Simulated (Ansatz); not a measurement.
# PtSe2: properties at the relaxed cell

Aim: for PtSe2, fit an equation of state.

The COD entry's cell or inner coordinates are ideal or old and differ from later refinements, so a difference from it is no clean test against experiment.

Computed with Ansatz 0.2.0 (DFT PBEsol+D3(BJ), scalar-relativistic, plane waves, PAW, unless a step's input says otherwise).

## Step 1: The system as given

Symmetry: P-3m1, No. 164, trigonal system. The conventional cell has a = 3.739 Å, b = 3.739 Å, c = 4.637 Å, α = 90.00°, β = 90.00°, γ = 120.00°. Pt (site symmetry -3m) is surrounded by 6 Se at 2.50 Å. Se (site symmetry 3m) is surrounded by 3 Pt at 2.50 Å.

Structure file:

```
Pt Se
1.0
     3.73850    0.00000    0.00000
    -1.86925    3.23764    0.00000
     0.00000    0.00000    4.63730
Pt Se
1 2
Direct
  0.00000 0.00000 0.00000
  0.33333 0.66667 0.27179
  0.66667 0.33333 0.72821
```

This cell was relaxed beforehand with the same method: volume 18.71 Å³/atom, gap on the mesh none (metal).

## Step 2: The cell scaled to 0.97 of its volume

File input.yaml:

```yaml
crystal:
  lattice:
    - [3.7007355157, 0.0, 0.0]
    - [-1.8503677579, 3.2049309693, 0.0]
    - [0.0, 0.0, 4.5904548654]
  atoms:
    - { symbol: Pt, position: [0.0, 0.0, 0.0] }
    - { symbol: Se, position: [0.3333333333, 0.6666666667, 0.2717861479] }
    - { symbol: Se, position: [0.6666666667, 0.3333333333, 0.7282138521] }
basis:
  ecutwfc: 420
kpoints:
  mp_grid: { grid: [12, 12, 8] }
hamiltonian:
  xc: pbesol
  dispersion: d3bj
scf:
  occupations: { method: gaussian, width: 0.1 }
output:
  forces: true
  stress: true
  eigenvalues: true
relax:
  adjacent_minimum: "off"
  f_tol: 0.01
  max_steps: 30
  cell: { stress_tol: 0.1, fix: [volume] }
```

Command:

```
> ansatz run input.yaml --threads 1 --pin off --max-ram 2560MiB --backend cpu --events-out ev --progress --plain --runs-dir out
```

## Step 3: Point at V/V0 = 1.03

input.yaml, as its differences from that of step 2:

```diff
@@ -2,5 +2,5 @@
   lattice:
-    - [3.7007355157, 0.0, 0.0]
-    - [-1.8503677579, 3.2049309693, 0.0]
-    - [0.0, 0.0, 4.5904548654]
+    - [3.7755179975, 0.0, 0.0]
+    - [-1.8877589988, 3.2696944983, 0.0]
+    - [0.0, 0.0, 4.6832163194]
   atoms:
```

## Step 4: The cell scaled to 0.94 of its volume

File input.yaml:

```yaml
crystal:
  lattice:
    - [3.6837818331, 0.0, 0.0]
    - [-1.8418909166, 3.1902486495, 0.0]
    - [0.0, 0.0, 4.4895223038]
  atoms:
    - { symbol: Pt, position: [0.0, 0.0, 0.0] }
    - { symbol: Se, position: [0.3333333333, 0.6666666667, 0.2766082794] }
    - { symbol: Se, position: [0.6666666667, 0.3333333333, 0.7233917206] }
basis:
  ecutwfc: 420
kpoints:
  mp_grid: { grid: [12, 12, 8] }
hamiltonian:
  xc: pbesol
  dispersion: d3bj
scf:
  occupations: { method: gaussian, width: 0.1 }
output:
  forces: true
  stress: true
  eigenvalues: true
relax:
  adjacent_minimum: "off"
  f_tol: 0.01
  max_steps: 30
  cell: { stress_tol: 0.1, fix: [volume] }
```

## Step 5: The cell scaled to 1.06 of its volume

File input.yaml:

```yaml
crystal:
  lattice:
    - [3.7891923006, 0.0, 0.0]
    - [-1.8945961503, 3.2815367921, 0.0]
    - [0.0, 0.0, 4.784897692]
  atoms:
    - { symbol: Pt, position: [0.0, 0.0, 0.0] }
    - { symbol: Se, position: [0.3333333333, 0.6666666667, 0.2667406368] }
    - { symbol: Se, position: [0.6666666667, 0.3333333333, 0.7332593632] }
basis:
  ecutwfc: 420
kpoints:
  mp_grid: { grid: [12, 12, 8] }
hamiltonian:
  xc: pbesol
  dispersion: d3bj
scf:
  occupations: { method: gaussian, width: 0.1 }
output:
  forces: true
  stress: true
  eigenvalues: true
relax:
  adjacent_minimum: "off"
  f_tol: 0.01
  max_steps: 30
  cell: { stress_tol: 0.1, fix: [volume] }
```

## Step 6: The cell scaled to 0.91 of its volume

File input.yaml:

```yaml
crystal:
  lattice:
    - [3.663127822, 0.0, 0.0]
    - [-1.831563911, 3.1723617512, 0.0]
    - [0.0, 0.0, 4.3953891236]
  atoms:
    - { symbol: Pt, position: [0.0, 0.0, 0.0] }
    - { symbol: Se, position: [0.3333333333, 0.6666666667, 0.2810858571] }
    - { symbol: Se, position: [0.6666666667, 0.3333333333, 0.7189141429] }
basis:
  ecutwfc: 420
kpoints:
  mp_grid: { grid: [12, 12, 8] }
hamiltonian:
  xc: pbesol
  dispersion: d3bj
scf:
  occupations: { method: gaussian, width: 0.1 }
output:
  forces: true
  stress: true
  eigenvalues: true
relax:
  adjacent_minimum: "off"
  f_tol: 0.01
  max_steps: 30
  cell: { stress_tol: 0.1, fix: [volume] }
```

## Step 7: Volume × 1.10

File input.yaml:

```yaml
crystal:
  lattice:
    - [3.8105468628, 0.0, 0.0]
    - [-1.9052734314, 3.3000303855, 0.0]
    - [0.0, 0.0, 4.9099622667]
  atoms:
    - { symbol: Pt, position: [0.0, 0.0, 0.0] }
    - { symbol: Se, position: [0.3333333333, 0.6666666667, 0.2611540783] }
    - { symbol: Se, position: [0.6666666667, 0.3333333333, 0.7388459217] }
basis:
  ecutwfc: 420
kpoints:
  mp_grid: { grid: [12, 12, 8] }
hamiltonian:
  xc: pbesol
  dispersion: d3bj
scf:
  occupations: { method: gaussian, width: 0.1 }
output:
  forces: true
  stress: true
  eigenvalues: true
relax:
  adjacent_minimum: "off"
  f_tol: 0.01
  max_steps: 30
  cell: { stress_tol: 0.1, fix: [volume] }
```

## Step 8: The cell scaled to 0.88 of its volume

File input.yaml:

```yaml
crystal:
  lattice:
    - [3.6402897917, 0.0, 0.0]
    - [-1.8201448958, 3.1525834367, 0.0]
    - [0.0, 0.0, 4.3039859011]
  atoms:
    - { symbol: Pt, position: [0.0, 0.0, 0.0] }
    - { symbol: Se, position: [0.3333333333, 0.6666666667, 0.2854547073] }
    - { symbol: Se, position: [0.6666666667, 0.3333333333, 0.7145452927] }
basis:
  ecutwfc: 420
kpoints:
  mp_grid: { grid: [12, 12, 8] }
hamiltonian:
  xc: pbesol
  dispersion: d3bj
scf:
  occupations: { method: gaussian, width: 0.1 }
output:
  forces: true
  stress: true
  eigenvalues: true
relax:
  adjacent_minimum: "off"
  f_tol: 0.01
  max_steps: 30
  cell: { stress_tol: 0.1, fix: [volume] }
```

(Steps that only read results are left out.)

**Question.** What will these runs give? Wanted: equilibrium volume of the fit; bulk modulus.

**Answer**, as computed:

| quantity | value |
| --- | --- |
| equilibrium volume of the fit | 18.73 Å³/atom |
| bulk modulus | 79 GPa |
| its pressure derivative | 7.9 |

**Reading.** The fit puts the minimum at 18.73 Å³/atom with B = 79 GPa and B' = 7.9. The runs treat Pt without spin-orbit coupling.
